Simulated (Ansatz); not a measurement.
# BClH3Sb: small, medium and large basis sets

The task here is to estimate one member of a computed series from the others.

The runs use Ansatz 0.2.0, Gaussian basis; one geometry, several basis sets.

Levels to be run: PBE0-D4/def2-SVP; ωB97M-V/def2-SVP; PBE0-D4/def2-QZVPP; ωB97M-V/def2-QZVPP; the functionals' def2-TZVPP values are taken from earlier runs.

## Structure used throughout

An earlier PBE0-D4 in a triple-zeta def2 set relaxation fixed the geometry. Sb takes the def2 core potential; no spin-orbit term is included.

SMILES `Cl[BH][SbH2]`, 6 atoms, charge 0, spin multiplicity 1.

Atoms are counted from 1 here; the program's logs count them from 0.

Bond lengths: Cl1–B2 1.738 Å, B2–Sb3 2.230 Å, B2–H4 1.193 Å, Sb3–H5 1.704 Å, Sb3–H6 1.702 Å. Angles: Cl1–B2–Sb3 121.5°, Cl1–B2–H4 116.8°, Sb3–B2–H4 121.4°, B2–Sb3–H5 92.9°, B2–Sb3–H6 94.2°, H5–Sb3–H6 93.7°.

Set-up of the first run:

The input, in.yaml:

```yaml
crystal:
  periodic: [false, false, false]
  atoms:
    - {symbol: Cl, position_ang: [-1.493602, -1.574878, 0.832895]}
    - {symbol: B, position_ang: [-0.104339, -0.974113, -0.020505]}
    - {symbol: Sb, position_ang: [0.827744, 0.982907, 0.502802]}
    - {symbol: H, position_ang: [0.389629, -1.702261, -0.825739]}
    - {symbol: H, position_ang: [1.081634, 1.396916, -1.130914]}
    - {symbol: H, position_ang: [-0.658866, 1.807428, 0.595361]}
basis:
  gaussian: {orbitals: def2-SVP}
hamiltonian: {xc: pbe0, dispersion: d4}
output: {orbitals: {seedname: orbitals}}
```

Started as:

```bash
$ ansatz run in.yaml --threads 2 --pin off --events-out ev --progress --plain --max-ram 4352MiB
```

Among the steps run: PBE0-D4 in def2-SVP; ωB97M-V in def2-SVP; PBE0-D4 in def2-QZVPP; ωB97M-V in def2-QZVPP.

One of the session's tables, all rows but one given; the rest of the session is left out.

It belongs to the step «Density functionals: the series». 

| functional | basis | HOMO (eV) | LUMO (eV) |
| --- | --- | --- | --- |
| PBE0-D4 | def2-SVP | -7.04 | -1.89 |
| PBE0-D4 | def2-TZVPP | -7.13 | -2.04 |
| PBE0-D4 | def2-QZVPP | -7.15 | -2.08 |
| ωB97M-V | def2-SVP | ? | ? |
| ωB97M-V | def2-TZVPP | -9.16 | -0.05 |
| ωB97M-V | def2-QZVPP | -9.18 | -0.11 |

**Question.** Estimate the row for ωB97M-V, def2-SVP.

The run gave: HOMO (eV): -9.03; LUMO (eV): 0.17. In the column «HOMO (eV)» it lies between ωB97M-V, def2-TZVPP (-9.16) and PBE0-D4, def2-QZVPP (-7.15).
